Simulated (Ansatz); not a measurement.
# CH₆BrClHfOSi: vertical ionisation energy

Aim: the vertical ionisation energy of CH₆BrClHfOSi, as cation minus neutral at the neutral's geometry, on several levels, and how well −ε(HOMO) stands in for it.

Computed with Ansatz 0.2.0, Gaussian basis. Level: unrestricted cation, the program's frozen cores in correlated methods.

Levels to be run: UKS PBE-D4/def2-TZVPP; UKS r2SCAN-D4/def2-TZVPP; UKS PBE0-D4/def2-TZVPP; UKS B3LYP-D4/def2-TZVPP; UKS wB97X-V/def2-TZVPP; UKS wB97M-V/def2-TZVPP; UKS B2PLYP/def2-TZVPP; UHF-CCSD(T)/def2-TZVPP; UHF-MP2/def2-QZVPP; extrapolation to the limit; then −ε(HOMO) from the neutral's earlier runs with LDA (SPW92), PBE-D4, revPBE-D4, BLYP-D4, r2SCAN-D4, B97M-V, PBE0-D4, B3LYP-D4, r2SCANh-D4, r2SCAN0-D4, HSE06-D4, BHLYP-D4, CAM-B3LYP-D4, LC-ωPBE, ωB97X-V, ωB97M-V.

### Step 1. The geometry

All runs share one geometry, relaxed beforehand with PBE0-D4 in a triple-zeta def2 set. Hf takes the def2 core potential; no spin-orbit term is included.

SMILES `[CH3][Hf]([Cl])([Br])[O][SiH3]`, 12 atoms, charge 0, spin multiplicity 1.

Atoms are counted from 1 here; the program's logs count them from 0.

Bond lengths: C1–Hf2 2.190 Å, C1–H7 1.096 Å, C1–H8 1.096 Å, C1–H9 1.096 Å, Hf2–Cl3 2.345 Å, Hf2–Br4 2.506 Å, Hf2–O5 1.909 Å, O5–Si6 1.646 Å, Si6–H10 1.484 Å, Si6–H11 1.484 Å, Si6–H12 1.484 Å. Angles: Hf2–C1–H7 111.2°, Hf2–C1–H8 110.7°, Hf2–C1–H9 111.4°, H7–C1–H8 107.8°, H7–C1–H9 107.8°, H8–C1–H9 107.8°, C1–Hf2–Cl3 106.3°, C1–Hf2–Br4 106.8°, C1–Hf2–O5 104.3°, Cl3–Hf2–Br4 115.1°, Cl3–Hf2–O5 111.6°, Br4–Hf2–O5 111.8°, Hf2–O5–Si6 179.2°, O5–Si6–H10 109.1°, O5–Si6–H11 109.1°, O5–Si6–H12 109.3°, H10–Si6–H11 109.7°, H10–Si6–H12 109.8° and more.

### Step 2. Cation, UKS PBE-D4/def2-TZVPP

File in.yaml:

```yaml
crystal:
  periodic: [false, false, false]
  atoms:
    - {symbol: C, position_ang: [-2.114064, 0.634776, -0.259445]}
    - {symbol: Hf, position_ang: [-0.617971, -0.207834, 1.100614]}
    - {symbol: Cl, position_ang: [-0.436612, 1.292772, 2.893432]}
    - {symbol: Br, position_ang: [-1.408504, -2.505026, 1.715096]}
    - {symbol: O, position_ang: [0.984769, -0.261447, 0.065842]}
    - {symbol: Si, position_ang: [2.378777, -0.315880, -0.807394]}
    - {symbol: H, position_ang: [-2.239706, 0.007463, -1.149226]}
    - {symbol: H, position_ang: [-3.088671, 0.710944, 0.236499]}
    - {symbol: H, position_ang: [-1.830333, 1.638670, -0.594899]}
    - {symbol: H, position_ang: [2.123531, -1.023832, -2.086469]}
    - {symbol: H, position_ang: [2.833924, 1.069386, -1.083674]}
    - {symbol: H, position_ang: [3.414870, -1.039993, -0.030365]}
basis:
  gaussian: {orbitals: def2-TZVPP}
total_charge: 1
magnetization: {spin_polarized: true, initial_magnetization: 1}
hamiltonian: {xc: pbe, dispersion: d4}
```

Run with:

```console
ansatz run in.yaml --threads 2 --pin off --events-out ev --progress --plain --max-ram 22528MiB --backend cuda --devices 0, --max-vram 18GiB
```

After this run come: Cation, UKS r2SCAN-D4/def2-TZVPP; Cation, UKS PBE0-D4/def2-TZVPP; Cation, UKS B3LYP-D4/def2-TZVPP; Cation, UKS wB97X-V/def2-TZVPP; Cation, UKS wB97M-V/def2-TZVPP; Cation, UKS B2PLYP (frozen core)/def2-TZVPP; Cation, UHF-CCSD(T)/def2-TZVPP; Cation, UHF-MP2/def2-QZVPP.

Before running them: what should the planned runs give, taken together? Wanted: ionisation energy, CCSD(T)/CBS; nearest functional by difference; nearest −ε(HOMO); −ε(HOMO) of PBE; T1 of the cation.

The runs gave:

```
                        quantity               value
  ionisation energy, CCSD(T)/CBS            10.42 eV
nearest functional by difference  ωB97M-V (-0.02 eV)
                nearest −ε(HOMO)  ωB97M-V (+0.16 eV)
                 −ε(HOMO) of PBE             6.95 eV
                T1 of the cation               0.018
```

In words: Energy differences with functionals land within 0.81 eV of the reference. −ε(HOMO) of PBE misses by 3.5 eV, since self-interaction lifts the level. Among orbital estimates ωB97M-V comes nearest. Hartree-Fock falls 1.12 eV short, as the neutral has more correlation energy than the cation. Correlated methods include outer-core shells of Br, Hf, which these sets cover unevenly. With outer-core shells in play the reference is unsure by up to some tenths of an eV, so close misses can't be ranked.
